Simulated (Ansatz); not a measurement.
# VC (quartet): the correlation ladder, def2-TZVPP

The task here is to estimate one member of a computed series from the others.

Method: def2-TZVPP, core rule «outside noble gas», up to 10 orbitals frozen; program: Ansatz 0.2.0, Gaussian basis.

Plan: UHF; CCSD(T) on ROHF; CCSD(T) on UHF; CCSDT(Q) on ROHF; CCSDT(Q) on UHF.

13 further runs of the same task are left out: 8 for a known fault of the program, 5 set aside as unsound or not needed. Runs told in other sessions of the task aren't counted.

### The geometry

The geometry is a PBE0/def2-TZVP stationary point (not a proven minimum).

2 atoms, charge 0, spin multiplicity 4.

Atoms are counted from 1 here; the program's logs count them from 0.

Bond lengths: V1–C2 1.643 Å.

The first run:

in.yaml reads:

```yaml
crystal:
  periodic: [false, false, false]
  atoms:
    - {symbol: V, position_ang: [0.000000, 0.000000, 0.000000]}
    - {symbol: C, position_ang: [0.000000, 0.000000, 1.643200]}
basis:
  gaussian: {orbitals: def2-TZVPP}
magnetization: {spin_polarized: true, initial_magnetization: 3}
hamiltonian: {xc: hf}
output: {orbitals: {seedname: orbitals}}
```

The run is started by

```bash
$ ansatz run in.yaml --threads 1 --pin off --events-out ev --progress --plain --max-ram 2816MiB --backend cpu
```

Among the steps run: UHF; CCSD(T) on ROHF; CCSD(T) on UHF; CCSDT(Q) on ROHF; CCSDT(Q) on UHF.

One of the session's tables, all rows but one given; the rest of the session is left out.

It belongs to the step «Misses and costs». 

| method | from RCCSDT(Q) (kcal/mol) |
| --- | --- |
| ROHF | +227.03 |
| UHF | +177.93 |
| RMP2 | +18.56 |
| UMP2 | +62.67 |
| RCCSD | +22.04 |
| UCCSD | ? |
| RCCSD(T) | +2.70 |
| UCCSD(T) | +3.46 |
| RCCSDT | +2.61 |
| UCCSDT | +1.18 |
| RCCSDT(Q) | 0 |
| UCCSDT(Q) | -1.91 |

**Question.** Estimate the row for UCCSD.

**Answer.** from RCCSDT(Q) (kcal/mol): +17.36. In the column «from RCCSDT(Q) (kcal/mol)» it lies between UCCSD(T) (+3.46) and RMP2 (+18.56).

The program flags RCCSD(T), UCCSDT(Q) as in doubt (see the logs), so read those rows with care; the flags are large difference.

Limits of these values: The determinant of HF (⟨S²⟩ 5.17) is far from a pure spin state, so its energy mixes those of several spin states; that is harmless only where they are near-degenerate. The determinant of CCSD(T) (⟨S²⟩ 5.17) is far from a pure spin state, so its energy mixes those of several spin states; high orders of coupled cluster remove much of that, low ones don't. The determinant of CCSDT(Q) (⟨S²⟩ 5.17) is far from a pure spin state, so its energy mixes those of several spin states; high orders of coupled cluster remove much of that, low ones don't. The program flags RCCSD(T), UCCSDT(Q) as in doubt, so read those rows with care; the flags are large difference. Warnings: spin contamination; large T1 diagnostic. Restricted and unrestricted rows rest on different reference determinants; a gap between their highest levels can come from leftover correlation error, from unlike frozen cores or from another state.
